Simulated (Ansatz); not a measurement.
InAg3, space group Pm-3m, a convergence test of the plane-wave cutoff

Program: Ansatz 0.2.0 through its Python package.

Contents of `inag3.extxyz`:
```text
4
Lattice="4.144 0.0 0.0 0.0 4.144 0.0 0.0 0.0 4.144" Properties=species:S:1:pos:R:3 pbc="T T T"
In    0.00000000    0.00000000    0.00000000
Ag    0.00000000    2.07200000    2.07200000
Ag    2.07200000    0.00000000    2.07200000
Ag    2.07200000    2.07200000    0.00000000
```

At the Python prompt:
```pycon
>>> import warnings
>>> import ansatz as az
>>> warnings.simplefilter("ignore", az.DeckWarning)
>>> crystal = az.Crystal.from_extxyz("inag3.extxyz")
>>> len(crystal.resolved().sites)
4
>>> base = crystal.calculation()
>>> base = base.functional("r2SCAN", dispersion="d4")
>>> base = base.kpoints(3, shift=0.5).occupations("fermi_dirac", width=0.01)
>>> base = base.mixing("broyden", ndim=12, beta=0.4).scf(tolerance=1e-06, max_iterations=80, lower_state_search="light")
>>> base = base.forces().stress()
>>> rows = []
>>> for value in [250, 325, 400, 475]:
...     data = base.basis(value).run().report
...     rows.append((value, data["free_energy_ev"] / len(data["lattice"]["sites"]), data["n_iterations"], sum(data["stress_gpa"][i][i] for i in range(3)) / 3, max(abs(f) for row in data["forces_ev_ang"] for f in row), data["n_pw"]))
...
>>> print(" cutoff (eV)   F/atom (eV)    iterations       P (GPa)  max component (eV/A)   plane waves")
 cutoff (eV)   F/atom (eV)    iterations       P (GPa)  max component (eV/A)   plane waves
>>> for row in rows:
...     print(f"{str(row[0]):>12s}  {row[1]:12.5f}  {row[2]:12d}  {row[3]:12.3f}  {row[4]:20.4f}  {row[5]:12d}")
...
         250   -7104.95787             9         3.436                0.0000           619
         325   -7106.10803             8         0.645                0.0000           949
         400   -7106.13239             8         0.827                0.0000          1309
         475   -7106.13651             8         0.846                0.0000          1743
>>> # differences from the last row
>>> for row in rows[:-1]:
...     shift = 1000 * (row[1] - rows[-1][1])
...     print(f"{row[0]}: {shift:+.2f} meV/atom" + ("  (within 5 meV)" if abs(shift) < 5 else ""))
...
250: +1178.63 meV/atom
325: +28.48 meV/atom
400: +4.12 meV/atom  (within 5 meV)
```

Notes:
- Dispersion corrections can be off by several per cent in the lattices of metals, and by several GPa in the pressure at a fixed cell.
- For a metal this mesh is far too coarse, so the numbers only illustrate the procedure.
- The program warned that this SCF threshold is loose for forces or stresses.
- Forces vanish by symmetry here and test nothing.
- Pressure is positive in compression.
- The starting cell is as deposited in a crystallographic database; the results hold for this polymorph, which needn't be the stable one.
- Shifts are counted from the last row, which is itself no proven limit.
- The script silences the warnings on its input, which a real study should read.
- Wall time of the script: 8.9 s on 1 thread of Arm Neoverse V2 (shared host), peak memory 0.48 GiB.
